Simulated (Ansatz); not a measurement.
# CH7BrSi: the cost of one run

Program: Ansatz 0.2.0, Gaussian basis. Level of theory: PBE0-D4/def2-SVP. These are calculated values, not measurements.

1 further run of the same task is left out (it didn't finish).

### 1 The starting structure

The start, a first-order saddle point found at PBE0-D4 in triple zeta: 10 atoms, charge 0, spin multiplicity 1.

Atoms are counted from 1 here; the program's logs count them from 0.

Bond lengths: Si1–H3 1.472 Å, Si1–H4 1.500 Å, Si1–C5 1.849 Å, C5–H8 1.094 Å, C5–H9 1.089 Å, C5–H10 1.093 Å. Angles: H3–Si1–H4 105.2°, H3–Si1–C5 124.5°, H4–Si1–C5 106.1°, Si1–C5–H8 109.3°, Si1–C5–H9 110.7°, Si1–C5–H10 109.5°, H8–C5–H9 111.1°, H8–C5–H10 108.5°, H9–C5–H10 107.7°.

As a file:

```xyz
10
CH7BrSi
Si   -0.6072    0.1318   -0.3415
Br    1.2898   -1.4211   -1.5274
H    -1.5537   -0.7846   -0.9984
H    -1.3520    1.4250   -0.1884
C     0.2043   -0.1904    1.2889
H     0.6641    0.4149   -1.6063
H     0.2232    1.1549   -1.4649
H    -0.4290    0.1977    2.0914
H     0.3942   -1.2545    1.4203
H     1.1662    0.3264    1.3262
```

### 2 The run

md/in.yaml reads:

```yaml
crystal:
  periodic: [false, false, false]
  atoms:
    - {symbol: Si, position_ang: [-0.607151, 0.131790, -0.341514]}
    - {symbol: Br, position_ang: [1.289766, -1.421077, -1.527396]}
    - {symbol: H, position_ang: [-1.553659, -0.784575, -0.998408]}
    - {symbol: H, position_ang: [-1.351965, 1.424978, -0.188404]}
    - {symbol: C, position_ang: [0.204343, -0.190403, 1.288859]}
    - {symbol: H, position_ang: [0.664145, 0.414879, -1.606255]}
    - {symbol: H, position_ang: [0.223216, 1.154902, -1.464940]}
    - {symbol: H, position_ang: [-0.429043, 0.197694, 2.091446]}
    - {symbol: H, position_ang: [0.394168, -1.254547, 1.420274]}
    - {symbol: H, position_ang: [1.166180, 0.326359, 1.326238]}
basis:
  gaussian: {orbitals: def2-SVP}
hamiltonian: {xc: pbe0, dispersion: d4}
md: {n_steps: 40, timestep: 0.5, temperature: 1500, ensemble: nve, seed: 856, initial_velocities: maxwell_boltzmann}
```

The run is started by

```sh
> ansatz run in.yaml --threads 4 --pin off --events-out ev --progress --plain --max-ram 9574MiB
```

**Question.** How long does this run take on 4 threads of Arm Neoverse V2, shared host?

About 46 s.
